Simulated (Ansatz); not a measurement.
Input file:

```yaml
crystal:
  lattice:
    - [6.115512, 0.0, 0.0]
    - [0.0, 6.115512, 0.0]
    - [0.0, 0.0, 12.727866]
  atoms:
    - { symbol: Re, position: [0.5, 0.0, 0.25] }
    - { symbol: Re, position: [0.0, 0.0, 0.5] }
    - { symbol: H, position: [0.95632775, 0.37119231, 0.29973187] }
    - { symbol: H, position: [0.12880769, 0.95632775, 0.04973185] }
    - { symbol: H, position: [0.04367225, 0.62880769, 0.29973187] }
    - { symbol: H, position: [0.87119231, 0.04367225, 0.04973185] }
    - { symbol: H, position: [0.54367225, 0.62880771, 0.45026815] }
    - { symbol: H, position: [0.8711923, 0.54367225, 0.20026817] }
    - { symbol: H, position: [0.45632775, 0.37119228, 0.45026815] }
    - { symbol: H, position: [0.12880771, 0.45632775, 0.20026817] }
    - { symbol: "N", position: [0.0, 0.5, 0.25000002] }
    - { symbol: "N", position: [0.0, 0.0, -1.0e-08] }
    - { symbol: O, position: [0.70257187, 0.11781528, 0.16975594] }
    - { symbol: O, position: [0.88218473, 0.20257184, 0.41975594] }
    - { symbol: O, position: [0.29742814, 0.88218472, 0.16975594] }
    - { symbol: O, position: [0.61781527, 0.29742815, 0.91975593] }
    - { symbol: O, position: [0.29742816, 0.38218473, 0.08024406] }
    - { symbol: O, position: [0.61781527, 0.79742815, 0.33024407] }
    - { symbol: O, position: [0.20257185, 0.11781528, 0.58024406] }
    - { symbol: O, position: [0.38218472, 0.20257185, 0.33024407] }
    - { symbol: Re, position: [0.0, 0.5, 0.75] }
    - { symbol: Re, position: [0.5, 0.5, 0.0] }
    - { symbol: H, position: [0.45632775, 0.87119229, 0.79973182] }
    - { symbol: H, position: [0.62880771, 0.45632775, 0.54973185] }
    - { symbol: H, position: [0.54367225, 0.12880771, 0.79973182] }
    - { symbol: H, position: [0.37119229, 0.54367224, 0.54973185] }
    - { symbol: H, position: [0.04367224, 0.12880769, 0.95026814] }
    - { symbol: H, position: [0.37119229, 0.04367225, 0.70026812] }
    - { symbol: H, position: [0.95632775, 0.87119231, 0.95026814] }
    - { symbol: H, position: [0.6288077, 0.95632775, 0.70026812] }
    - { symbol: "N", position: [0.5, 0.0, 0.74999998] }
    - { symbol: "N", position: [0.5, 0.49999999, 0.5] }
    - { symbol: O, position: [0.20257185, 0.61781527, 0.66975593] }
    - { symbol: O, position: [0.38218472, 0.70257185, 0.91975593] }
    - { symbol: O, position: [0.79742815, 0.38218473, 0.66975593] }
    - { symbol: O, position: [0.11781527, 0.79742815, 0.41975594] }
    - { symbol: O, position: [0.79742815, 0.88218473, 0.58024406] }
    - { symbol: O, position: [0.11781528, 0.29742813, 0.83024406] }
    - { symbol: O, position: [0.70257184, 0.61781527, 0.08024407] }
    - { symbol: O, position: [0.88218472, 0.70257187, 0.83024407] }
basis:
  ecutwfc: 420.0
kpoints:
  mp_grid: { grid: [2, 2, 1] }
hamiltonian:
  xc: pbesol
scf:
  occupations: { method: fermi_dirac, width: 0.05 }
  lower_state_search: "off"
md:
  timestep: 0.75
  n_steps: 70
  ensemble: nvt_langevin
  temperature: 650.0
  initial_velocities: maxwell_boltzmann
  seed: 454938
  friction: 0.02
```

Launched with:

```bash
$ ansatz run input.yaml --threads 2 --pin off --max-ram 5120MiB --backend cpu --events-out ev --progress --plain --runs-dir out
```

Hardware: 2 threads of AMD EPYC 7571, with other jobs on the host.

Problem. Roughly how long does this run take, and how much memory?

Solution. 23 min, with a peak of 1.3 GiB, for 71 ionic steps.
